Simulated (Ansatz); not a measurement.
# Cu: the cost of one run

Method: DFT LDA, scalar-relativistic, plane waves, PAW, in Ansatz 0.2.0.

### 1 The system as given

Symmetry: Fm-3m, No. 225, cubic system. The conventional cell has a = 3.600 Å, b = 3.600 Å, c = 3.600 Å, α = 90.00°, β = 90.00°, γ = 90.00°. Cu (site symmetry m-3m) has 12 Cu at 2.55 Å in its first shell of neighbours.

As a file:

```
CELL_PARAMETERS angstrom
0.00000 1.80000 1.80000
1.80000 0.00000 1.80000
1.80000 1.80000 0.00000
ATOMIC_POSITIONS crystal
Cu 0.00000 0.00000 0.00000
```

### 2 Relaxing cell and atoms: Cu, no spin

File input.yaml:

```yaml
crystal:
  lattice:
    - [0.0, 1.8, 1.8]
    - [1.8, 0.0, 1.8]
    - [1.8, 1.8, 0.0]
  atoms:
    - { symbol: Cu, position: [0.0, 0.0, 0.0] }
scf:
  occupations: { method: gaussian, width: 0.1 }
output:
  forces: true
  stress: true
  eigenvalues: true
  write_density: true
  write_potential: true
  elf: true
  volumetric_format: npy
hamiltonian:
  xc: lda
kpoints:
  mp_grid: { grid: [12, 12, 12] }
relax:
  f_tol: 0.003
  cell: { stress_tol: 0.05 }
```

On the command line:

```sh
ansatz run input.yaml --threads 2 --pin off --max-ram 8192MiB --backend cpu --events-out ev --progress --plain --runs-dir out
```

**Question.** How long does this run take on 2 threads of Intel Xeon at 2.30GHz, shared host, and how much memory does it need?

About 4.4 s, with a peak of 0.31 GiB.
